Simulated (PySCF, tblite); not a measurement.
**C4H9NO2Si2: geometry, infrared bands and NMR shifts**

Wanted: the infrared bands and NMR shifts of C4H9NO2Si2 (`O[Si@H](O[SiH3])n1cccc1`), by calculation.

Computed with tblite 0.8.0 and PySCF 2.14.0, with density-fitted response routines of our own, on a single molecule in the gas phase. Atoms are numbered from 0 throughout.

### Step 1. The molecule as given

18 atoms, charge 0, multiplicity 1; geometry from: force field or distance geometry start.

Bonds of the start (Å): O0–Si1 1.66, Si1–O2 1.65, O2–Si3 1.66, Si1–N4 1.75, N4–C5 1.37, C5–C6 1.38, C6–C7 1.42, C7–C8 1.37, C8–N4 1.37, O0–H9 0.98, Si1–H10 1.49, Si3–H11 1.49, Si3–H12 1.48, Si3–H13 1.47, C5–H14 1.08, C6–H15 1.07, C7–H16 1.09, C8–H17 1.08.

### Step 2. Optimising the geometry with GFN2-xTB

The job: settings as JSON, then the geometry in Å.

```
{"job": {"kind": "relax", "xc": "GFN2-xTB", "basis": "xTB"}, "charge": 0, "multiplicity": 1}
O     -0.288000    -0.290000     2.817900
Si     0.513900    -0.430800     1.372200
O      1.513300     0.875000     1.196200
Si     2.694500     1.383500     0.149400
N     -0.652800    -0.502500     0.063900
C     -0.939500    -1.616700    -0.687200
C     -1.891000    -1.260600    -1.618000
C     -2.183600     0.112500    -1.415000
C     -1.402400     0.554000    -0.373800
H     -0.834200     0.516000     2.909700
H      1.335000    -1.672300     1.417200
H      3.804500     0.393700     0.173700
H      3.190400     2.705200     0.597700
H      2.150300     1.480200    -1.217000
H     -0.452100    -2.559600    -0.503000
H     -2.331300    -1.923300    -2.340100
H     -2.897500     0.707000    -1.976900
H     -1.338300     1.534800     0.075000
```

Command:

```console
OMP_NUM_THREADS=1 python probes_run.py task.json out
```

One launch serves the whole session: the jobs run in the order shown.

**Question.** This job is followed by: GFN2-xTB harmonic vibrations, gas phase; GIAO PBE0/pcSseg-1 NMR shielding, non-relativistic, gas phase. What will the session give for the following? strongest single infrared mode (GFN2-xTB); zero-point energy (GFN2-xTB); ¹³C shifts against TMS (PBE0/pcSseg-1, means over atoms taken as alike); ¹H shifts against TMS (PBE0/pcSseg-1, means over atoms taken as alike); ¹⁷O shifts against H2O (PBE0/pcSseg-1); ²⁹Si shifts against TMS (PBE0/pcSseg-1); ¹⁵N shifts against NH3 (PBE0/pcSseg-1).

The runs gave:

```
                                                               quantity                             value
                              strongest single infrared mode (GFN2-xTB)              790 cm⁻¹, 631 km/mol
                                           zero-point energy (GFN2-xTB)                     76.4 kcal/mol
¹³C shifts against TMS (PBE0/pcSseg-1, means over atoms taken as alike)                  124.0, 117.5 ppm
 ¹H shifts against TMS (PBE0/pcSseg-1, means over atoms taken as alike)  6.86, 6.63, 5.24, 5.13, 2.50 ppm
                                 ¹⁷O shifts against H2O (PBE0/pcSseg-1)                    54.6, 49.9 ppm
                                ²⁹Si shifts against TMS (PBE0/pcSseg-1)                  -42.7, -60.5 ppm
                                 ¹⁵N shifts against NH3 (PBE0/pcSseg-1)                         187.1 ppm
```

What this shows: The optimisation took 247 steps and gained 0.296 eV; among the close pairs (by a distance rule), O0–Si1 changed most, from 1.659 to 1.617 Å. The lowest mode is imaginary (21i cm⁻¹), so the xTB geometry is not a minimum. The strongest single mode, at 790 cm⁻¹, is spread over many atoms; the largest shares are those of H9, H13. Unscaled tight-binding wavenumbers are off by several per cent, some by more. Its intensities can rank the bands wrongly. NICS(1)zz of -30 ppm above the planar ring from N4 marks a diatropic (aromatic) ring current.
